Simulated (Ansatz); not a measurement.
Run this with the Ansatz DFT code, driven from Python and show what comes out.

Input file `tial.cif`:
```cif
data_TiAl
_cell_length_a 3.018000
_cell_length_b 3.018000
_cell_length_c 3.018000
_cell_angle_alpha 90.00000
_cell_angle_beta 90.00000
_cell_angle_gamma 90.00000
_symmetry_space_group_name_H-M 'P 1'
_symmetry_Int_Tables_number 1
loop_
_symmetry_equiv_pos_as_xyz
'x, y, z'
loop_
_atom_site_label
_atom_site_type_symbol
_atom_site_fract_x
_atom_site_fract_y
_atom_site_fract_z
Ti1 Ti    0.500000    0.500000    0.500000
Al2 Al    0.000000    0.000000    0.000000
```

`run_zeeman.py`
```python
"""Response of the spins of TiAl to a Zeeman field."""

import logging
import sys

import ansatz as az
from ase.io import read
import numpy as np

logging.basicConfig(stream=sys.stdout, format="%(levelname)s:%(name)s:%(message)s")
log = logging.getLogger("ansatz_job")
log.setLevel(logging.INFO)

FILLING = "cold"
KGRID = (4, 4, 4)
BETA = 0.6
CUTOFF = 300
SCF_TOL = 1e-05

atoms = read("tial.cif")
xtal = az.Crystal.from_ase(atoms)

model = xtal.calculation()
model = model.occupations(FILLING)
model = model.kpoints(*KGRID, center="gamma")
model = model.mixing("msr1", ndim=6, beta=BETA)
model = model.basis(CUTOFF, xc_grid=2)
model = model.functional(az.Functional.R2SCAN).scf(tolerance=SCF_TOL, lower_state_search="light")
model = model.spin("collinear")
# the field acts on the spins alone; such large fields lift the response over the noise
rows = []
for tesla in [0, 250, 500]:
    data = (model.magnetic_field(tesla) if tesla else model).run().report
    rows.append((tesla, data["magnetization_mub"], data["free_energy_ev"], data["components"].get("e_zeeman", 0.0)))
for row in rows:
    print("; ".join(f"{name} = {round(v, 4) if isinstance(v, float) else v}" for name, v in zip(["B (T)", "moment muB", "F eV", "Zeeman term eV"], row)))
slope = np.polyfit([row[0] for row in rows], [row[1] for row in rows], 1)[0]
log.info(f"dM/dB = {1000 * slope:.4f} muB per 1000 T per cell")
```

Output of `python run_zeeman.py`:
```text
DeckWarning: basis.ecutwfc = 300 eV is below the records' recommended 500 eV, and the density's cutoff is lower with it unless basis.ecutrho_ratio is high enough to keep the records' density cutoff: compare with a run at a higher cutoff
RunWarning: this spin-polarised run has no starting moment large enough to seed its density, so its SCF can try parallel moments of its own, which can die out, and starts no order whose moments [...]
B (T) = 0; moment muB = 0.73; F eV = -3044.9068; Zeeman term eV = 0.0
B (T) = 250; moment muB = 0.7201; F eV = -3044.9173; Zeeman term eV = -0.0104
B (T) = 500; moment muB = 0.7068; F eV = -3044.9276; Zeeman term eV = -0.0205
INFO:ansatz_job:dM/dB = -0.0464 muB per 1000 T per cell
```
(Warnings from the package without file and line, shortened.)

These settings explore the input space; cutoff and mesh may be short of convergence. The cutoff lies under the one recommended for these potentials. For a metal this mesh is far too coarse, so the numbers only illustrate the procedure. Of the deposited cell: it was measured well above room temperature. r2SCAN tends to overestimate the moments of itinerant magnets. The starting cell is as deposited in a crystallographic database; the results hold for this polymorph, which needn't be the stable one. Orbital magnetism is left out. The response of a metal hangs strongly on mesh and smearing, and a straight-line fit holds only where the moment is linear in the field. The whole script took 5.2 s on 1 thread of Arm Neoverse V2 (shared host), peak memory 0.39 GiB.

(Lines on the test bed's own set-up are left out of the output.)
